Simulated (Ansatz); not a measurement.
Runs of Ansatz 0.2.0 on NiMoIrPdW. It takes space group P3m1 (No. 156, trigonal). The conventional cell has a = 2.766 Å, b = 2.766 Å, c = 11.023 Å, α = 90.00°, β = 90.00°, γ = 120.00°. Ni (site symmetry 3m) has 3 Mo at 2.60 Å and 3 Pd at 2.71 Å and 6 Ni at 2.77 Å as nearest neighbours. Mo (site symmetry 3m) is surrounded by 3 Ni at 2.60 Å and 6 Mo at 2.77 Å and 3 Ir at 2.82 Å. Around Pd (site symmetry 3m) lie 3 Ni at 2.71 Å and 3 W at 2.74 Å and 6 Pd at 2.77 Å. Ir (site symmetry 3m) is surrounded by 3 W at 2.74 Å and 6 Ir at 2.77 Å and 3 Mo at 2.82 Å. W (site symmetry 3m) is surrounded by 3 Pd at 2.74 Å and 3 Ir at 2.74 Å and 6 W at 2.77 Å. The cell was built by a generator and needn't be a form met in nature.

```csv
task,cell,k mesh,target pressure (GPa),points for each segment of the path,gap on the mesh (eV),pressure (GPa),moment (μB),largest force (eV/Å)
relaxation of cell and atoms,relaxed to 10 GPa,8 × 8 × 2,10,-,none,10.0,0.00,0.01
relaxation of cell and atoms,relaxed,8 × 8 × 2,-,-,none,0.0,0.00,-
relaxation of cell and atoms,relaxed to 20 GPa,8 × 8 × 2,20,-,none,20.0,0.00,-
band structure,as given,11 × 11 × 3,-,14,none,(a),0.00,0.16
```

Alike in all rows: level PBE; potentials or basis Ansatz PAW; spin collinear, ferromagnetic start; cutoff (eV) 420; smearing fermi-dirac 0.05 eV.

**Question.** Fill in the values left out.

**Answer.** (a) 0.1.

Caveats: the starting moments weren't kept; the plane-wave basis is chosen anew once the cell has moved, so the energies of steps on either side of that aren't comparable (some runs); spin-orbit coupling is left out, which moves the levels of the heavy elements (some runs).

A k mesh can miss the band edges, and the runs leave out spin-orbit coupling on Ir, Mo, Pd, W.

A gap of «none» marks a metal or a gap under the smearing width.
